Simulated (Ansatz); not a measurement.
# CH8ClFOSi: the cost of one run

Method: UKS PBE0-D4/STO-3G, in Ansatz 0.2.0.

## 1. Starting point

Bond lengths: Si1–Cl2 2.491 Å, Si1–H3 1.464 Å, Si1–H4 1.478 Å, Si1–C5 1.888 Å, Si1–O7 2.067 Å, C5–H10 1.084 Å, C5–H11 1.085 Å, C5–H12 1.083 Å, O7–H13 0.956 Å. Angles (14 of 17 angles, heavy atoms first): Cl2–Si1–C5 101.4°, Cl2–Si1–O7 81.2°, C5–Si1–O7 90.1°, Cl2–Si1–H3 135.1°, Cl2–Si1–H4 79.1°, H3–Si1–C5 119.9°, H3–Si1–O7 82.0°, H4–Si1–C5 108.6°, H4–Si1–O7 155.1°, Si1–C5–H10 109.1°, Si1–C5–H11 112.6°, Si1–C5–H12 111.3°, Si1–O7–H13 113.1°, H3–Si1–H4 101.6°.

Coordinates:

```xyz
13

Si   -0.3021   -1.1085    0.3034
Cl    1.1878    0.1427    1.8587
H    -0.1473   -2.2737   -0.5694
H    -0.6457   -1.7454    1.5917
C    -1.6098    0.1943   -0.0908
H     1.2542    0.9513   -0.8432
O     0.9681   -0.2601   -1.0891
H     1.5456    1.4882    0.8018
F     1.6070    1.9646   -0.2956
H    -2.5936   -0.2280    0.0784
H    -1.5193    1.0771    0.5333
H    -1.5543    0.5067   -1.1268
H     1.8092   -0.7094   -1.1523
```

## 2. Run 1

150 steps of 0.5 fs at constant energy, with velocities drawn for 600 K.

input.yaml reads:

```yaml
crystal:
  periodic: [false, false, false]
  atoms:
    - { symbol: Si, position_ang: [-0.3021, -1.1085, 0.3034] }
    - { symbol: Cl, position_ang: [1.1878, 0.1427, 1.8587] }
    - { symbol: H, position_ang: [-0.1473, -2.2737, -0.5694] }
    - { symbol: H, position_ang: [-0.6457, -1.7454, 1.5917] }
    - { symbol: C, position_ang: [-1.6098, 0.1943, -0.0908] }
    - { symbol: H, position_ang: [1.2542, 0.9513, -0.8432] }
    - { symbol: O, position_ang: [0.9681, -0.2601, -1.0891] }
    - { symbol: H, position_ang: [1.5456, 1.4882, 0.8018] }
    - { symbol: F, position_ang: [1.607, 1.9646, -0.2956] }
    - { symbol: H, position_ang: [-2.5936, -0.228, 0.0784] }
    - { symbol: H, position_ang: [-1.5193, 1.0771, 0.5333] }
    - { symbol: H, position_ang: [-1.5543, 0.5067, -1.1268] }
    - { symbol: H, position_ang: [1.8092, -0.7094, -1.1523] }
magnetization:
  spin_polarized: true
basis:
  gaussian: { orbitals: STO-3G }
hamiltonian:
  xc: pbe0
  dispersion: d4
md:
  timestep: 0.5
  n_steps: 150
  ensemble: nve
  temperature: 600.0
  initial_velocities: maxwell_boltzmann
  seed: 183926
```

Started as:

```
> ansatz run input.yaml --threads 1 --pin off --max-ram 2048MiB --backend cpu --events-out ev --progress --plain --runs-dir out
```

Q: Estimate wall time and peak memory on 1 thread of Intel Xeon 6975P-C (Granite Rapids), shared host.

About 6 min, with a peak of 0.18 GiB.
